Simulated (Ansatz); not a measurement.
# C2H11BOSi2: the cost of one run

Program: Ansatz 0.2.0. Level of theory: RKS PBE-D4/STO-3G. These are calculated values, not measurements.

### Step 1. The starting structure

Bond lengths (14 of 16 bonds, heavy atoms first): C1–Si2 1.846 Å, Si2–C3 1.868 Å, C3–B4 1.519 Å, B4–O5 1.462 Å, B4–Si6 2.005 Å, C1–H7 1.155 Å, C1–H8 1.068 Å, C1–H9 1.134 Å, Si2–H10 1.480 Å, Si2–H11 1.449 Å, C3–H12 1.128 Å, C3–H13 1.108 Å, O5–H14 0.969 Å, Si6–H15 1.491 Å. Angles (14 of 28 angles, heavy atoms first): C1–Si2–C3 110.4°, Si2–C3–B4 112.5°, C3–B4–O5 124.0°, C3–B4–Si6 119.3°, O5–B4–Si6 116.5°, C1–Si2–H10 107.3°, C1–Si2–H11 110.4°, C3–Si2–H10 109.2°, C3–Si2–H11 109.2°, Si2–C1–H7 106.5°, Si2–C1–H8 110.1°, Si2–C1–H9 109.9°, Si2–C3–H12 109.1°, Si2–C3–H13 109.8°.

Its coordinates follow in the input file.

### Step 2. End point A

The input, input.yaml:

```yaml
crystal:
  periodic: [false, false, false]
  atoms:
    - { symbol: C, position_ang: [-0.2606, -2.168, -0.4656] }
    - { symbol: Si, position_ang: [1.2881, -1.1671, -0.5603] }
    - { symbol: C, position_ang: [1.1425, 0.3622, 0.5032] }
    - { symbol: B, position_ang: [0.1015, 1.3374, -0.0187] }
    - { symbol: O, position_ang: [0.1575, 1.9624, -1.3387] }
    - { symbol: Si, position_ang: [-1.5446, 1.6911, 1.0707] }
    - { symbol: H, position_ang: [-1.1105, -1.4942, -0.8635] }
    - { symbol: H, position_ang: [-0.182, -3.0253, -1.0983] }
    - { symbol: H, position_ang: [-0.5158, -2.3826, 0.6182] }
    - { symbol: H, position_ang: [2.3911, -2.0127, -0.0507] }
    - { symbol: H, position_ang: [1.5499, -0.7709, -1.9296] }
    - { symbol: H, position_ang: [0.9777, 0.0527, 1.5752] }
    - { symbol: H, position_ang: [2.0959, 0.9259, 0.4834] }
    - { symbol: H, position_ang: [-0.3034, 1.3549, -1.937] }
    - { symbol: H, position_ang: [-1.4499, 0.9113, 2.3378] }
    - { symbol: H, position_ang: [-2.737, 1.279, 0.3569] }
    - { symbol: H, position_ang: [-1.6194, 3.1433, 1.3574] }
basis:
  gaussian: { orbitals: STO-3G }
hamiltonian:
  xc: pbe
  dispersion: d4
relax:
  f_tol: 0.015
  max_steps: 40
```

Started as:

```console
> ansatz run input.yaml --threads 1 --pin off --max-ram 2048MiB --backend cpu --events-out ev --progress --plain --runs-dir out
```

Q: Estimate wall time and peak memory on 1 thread of Arm Neoverse V2, shared host.

About 84 s, with a peak of 0.16 GiB.
